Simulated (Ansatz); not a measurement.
**C₃H₅FOSi: one species, many methods**

An exercise on one series of results from a longer session: the logs are not shown, and one member is left open.

The runs use Ansatz 0.2.0, Gaussian basis; functionals in def2-TZVPP, the program's frozen cores in correlated methods.

Plan: PBE-D4, r2SCAN-D4, PBE0-D4, B3LYP-D4, ωB97X-V, ωB97M-V, B2PLYP; CCSD(T)/def2-TZVPP; MP2/def2-QZVPP; extrapolation to the limit.

### The relaxed structure

An earlier PBE0-D4 in a triple-zeta def2 set relaxation fixed the geometry.

11 atoms, charge 0, spin multiplicity 1.

Atoms are counted from 1 here; the program's logs count them from 0.

Bond lengths: C1–C2 1.513 Å, C1–H7 1.091 Å, C1–H8 1.092 Å, C1–H9 1.094 Å, C2–F3 1.365 Å, C2–Si4 1.935 Å, C2–C5 1.487 Å, Si4–C5 1.909 Å, Si4–H10 1.484 Å, Si4–H11 1.481 Å, C5–O6 1.191 Å. Angles: C2–C1–H7 110.0°, C2–C1–H8 111.7°, C2–C1–H9 109.2°, H7–C1–H8 108.5°, H7–C1–H9 109.4°, H8–C1–H9 107.9°, C1–C2–F3 111.5°, C1–C2–Si4 109.6°, C1–C2–C5 113.6°, F3–C2–Si4 129.4°, F3–C2–C5 119.3°, Si4–C2–C5 66.3°, C2–Si4–C5 45.5°, C2–Si4–H10 115.7°, C2–Si4–H11 120.4°, C5–Si4–H10 130.9°, C5–Si4–H11 113.1°, H10–Si4–H11 113.9° and more.

Geometry (Å):

```xyz
11
charge 0, multiplicity 1
C    -1.35885   -0.27418   -0.16156
C    -0.11801    0.13753    0.59905
F    -0.35380    0.20355    1.94155
Si    1.45476   -0.47986   -0.34359
C     0.64868    1.22766   -0.06003
O     0.85376    2.38840    0.11100
H    -1.67809   -1.26819    0.15425
H    -1.18490   -0.29219   -1.23982
H    -2.15783    0.44516    0.03844
H     1.21638   -1.50587   -1.38871
H     2.74331   -0.63901    0.36994
```

The first run:

The input, in.yaml:

```yaml
crystal:
  periodic: [false, false, false]
  atoms:
    - {symbol: C, position_ang: [-1.358853, -0.274178, -0.161562]}
    - {symbol: C, position_ang: [-0.118009, 0.137525, 0.599050]}
    - {symbol: F, position_ang: [-0.353803, 0.203554, 1.941546]}
    - {symbol: Si, position_ang: [1.454758, -0.479862, -0.343594]}
    - {symbol: C, position_ang: [0.648682, 1.227662, -0.060033]}
    - {symbol: O, position_ang: [0.853762, 2.388397, 0.110996]}
    - {symbol: H, position_ang: [-1.678090, -1.268187, 0.154251]}
    - {symbol: H, position_ang: [-1.184901, -0.292190, -1.239824]}
    - {symbol: H, position_ang: [-2.157830, 0.445159, 0.038443]}
    - {symbol: H, position_ang: [1.216379, -1.505867, -1.388714]}
    - {symbol: H, position_ang: [2.743308, -0.639013, 0.369942]}
basis:
  gaussian: {orbitals: def2-TZVPP}
hamiltonian: {xc: pbe, dispersion: d4}
output: {forces: true, orbitals: {seedname: orbitals}}
```

Launch:

```
$ ansatz run in.yaml --threads 4 --pin off --events-out ev --progress --plain --max-ram 10444MiB
```

Among the steps run: PBE-D4 (GGA); r2SCAN-D4 (meta-GGA); PBE0-D4 (hybrid); B3LYP-D4 (hybrid); ωB97X-V (range-separated); ωB97M-V (range-separated); B2PLYP (double hybrid); CCSD(T) in def2-TZVPP; MP2 in def2-QZVPP.

One of the session's tables, all rows but one given; the rest of the session is left out.

It belongs to the step «Atomisation energies». 

```
            method  atomisation energy (kJ/mol)
            PBE-D4                       4417.4
         r2SCAN-D4                       4289.0
           PBE0-D4                       4285.5
          B3LYP-D4                            ?
           ωB97X-V                       4267.1
           ωB97M-V                       4265.5
            B2PLYP                       4203.8
     HF/def2-TZVPP                       2942.1
    MP2/def2-TZVPP                       4235.8
   CCSD/def2-TZVPP                       4034.2
CCSD(T)/def2-TZVPP                       4123.7
           MP2/CBS                       4354.8
       CCSD(T)/CBS                       4242.7
```

**Question.** Estimate the row for B3LYP-D4.

The run gave: atomisation energy (kJ/mol): 4248.1. In the column «atomisation energy (kJ/mol)» it lies between CCSD(T)/CBS (4242.7) and ωB97M-V (4265.5).
